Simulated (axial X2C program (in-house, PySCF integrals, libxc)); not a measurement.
# Linear SeNC at several levels

Aim: the two bond lengths and stretching wavenumbers of linear SeNC, with and without spin–orbit coupling, at PBE0, HF, PBE, MP2.

Program: an in-house X2C program for linear molecules on PySCF integrals. Level of theory: all-electron X2C, two-component (2c) or spin-free, Se dyall-v3z, N dyall-av3z, C dyall-v3z. These are calculated values, not measurements.

All values are calculated.

2 further runs of the same task are left out: 2 set aside as unsound or not needed.

**1. Set-up**

task.json reads:

```json
{"zs": [34, 7, 6], "q": 0, "bas": ["dyall-v3z", "dyall-av3z", "dyall-v3z"], "r0": [1.82, 1.17], "symm": 0, "scan": ["PBE0", "HF", "PBE"], "levels": ["PBE0", "HF", "r2SCAN"], "nst": 2}
```

Keys: zs atomic numbers; q charge; bas basis sets; r0 starting distance in Å; symm equal bonds; scan levels of the two-bond scan (MP2 follows by itself at each HF point); levels methods; nst determinants followed.

Launch:

```
python solin.py task.json out
```

Masses Se 79.917, N 14.003, C 12.000 u.

**2. Scan at PBE0, 2c**

State: Ω = 3/2 (beyond evenly filled blocks: ω = 3/2). Energies above the lowest point, from the job's result record:

```csv
r(Se–N) (Å),r(N–C) (Å),E (meV)
1.7267,1.1515,68.99
1.7267,1.1810,23.47
1.7267,1.2105,64.15
1.7710,1.1515,41.41
1.7710,1.1810,0.00
1.7710,1.2105,45.04
1.7710,1.2401,161.32
1.8153,1.1515,63.81
1.8153,1.1810,25.71
1.8153,1.2105,74.31
1.8596,1.1810,90.03
1.8596,1.2401,264.65
```

A quadratic surface with cubic terms in each bond gives the minimum at 1.768 and 1.180 Å, force constants 4.05, 16 and coupling 0.44 mdyn/Å.

**3. Scan at HF, 2c**

State: Ω = 3/2 (beyond evenly filled blocks: ω = 3/2). Energies above the lowest point, from the job's result record:

```csv
r(Se–N) (Å),r(N–C) (Å),E (meV)
1.7267,1.1515,37.56
1.7267,1.1810,73.46
1.7267,1.2105,198.30
1.7710,1.1515,0.00
1.7710,1.1810,39.39
1.7710,1.2105,167.92
1.7710,1.2401,370.00
1.8153,1.1515,17.50
1.8153,1.1810,59.65
1.8153,1.2105,191.13
1.8596,1.1810,123.28
1.8596,1.2401,464.80
```

A quadratic surface with cubic terms in each bond gives the minimum at 1.777 and 1.154 Å, force constants 4.29, 19 and coupling 0.36 mdyn/Å.

**4. Scan at PBE, 2c**

State: Ω = 3/2 (beyond evenly filled blocks: ω = 3/2). Energies above the lowest point, from the job's result record:

```csv
r(Se–N) (Å),r(N–C) (Å),E (meV)
1.7267,1.1515,133.96
1.7267,1.1810,42.85
1.7267,1.2105,36.80
1.7710,1.1515,88.46
1.7710,1.1810,1.57
1.7710,1.2105,0.00
1.7710,1.2401,68.47
1.8153,1.1515,91.68
1.8153,1.1810,8.26
1.8153,1.2105,10.45
1.8596,1.1810,52.30
1.8596,1.2401,133.51
```

A quadratic surface with cubic terms in each bond gives the minimum at 1.784 and 1.196 Å, force constants 3.65, 14.3 and coupling 0.46 mdyn/Å.

**5. Comparison**

| level | r(Se–N) (Å) | r(N–C) (Å) | lower stretch (cm⁻¹) | upper stretch (cm⁻¹) |
| --- | --- | --- | --- | --- |
| PBE0, 2c | 1.768 | 1.180 | 582.0 | 2082.5 |
| HF, 2c | 1.777 | 1.154 | 598.9 | 2272.0 |
| PBE, 2c | 1.784 | 1.196 | 553.0 | 1962.7 |
| MP2, 2c | 1.790 | 1.189 | 566.5 | 2081.0 |
| PBE0, spin-free | 1.766 | 1.180 | 585.3 | 2078.8 |
| HF, spin-free | 1.775 | 1.155 | 601.8 | 2270.7 |
| PBE, spin-free | 1.781 | 1.196 | 557.0 | 1957.7 |
| MP2, spin-free | 1.788 | 1.190 | 569.5 | 2074.8 |

Scans not shown above were run alike.

**Reading.** Over the levels the Se–N bond spans 1.766 to 1.790 Å and the N–C bond 1.154 to 1.196 Å. At PBE0 going from spin-free to two-component moves the bonds by +0.002 and -0.000 Å. Each state is one determinant, the lowest of a limited PBE0 search; the stretches come from a fit to few points and are good to some per cent at best. MP2 freezes inner shells (threshold -2 hartree). The molecule was held linear; bending was not examined, so a bent shape may lie lower. Note: functional without a current term on a determinant with orbital currents, of the molecule or an atom.
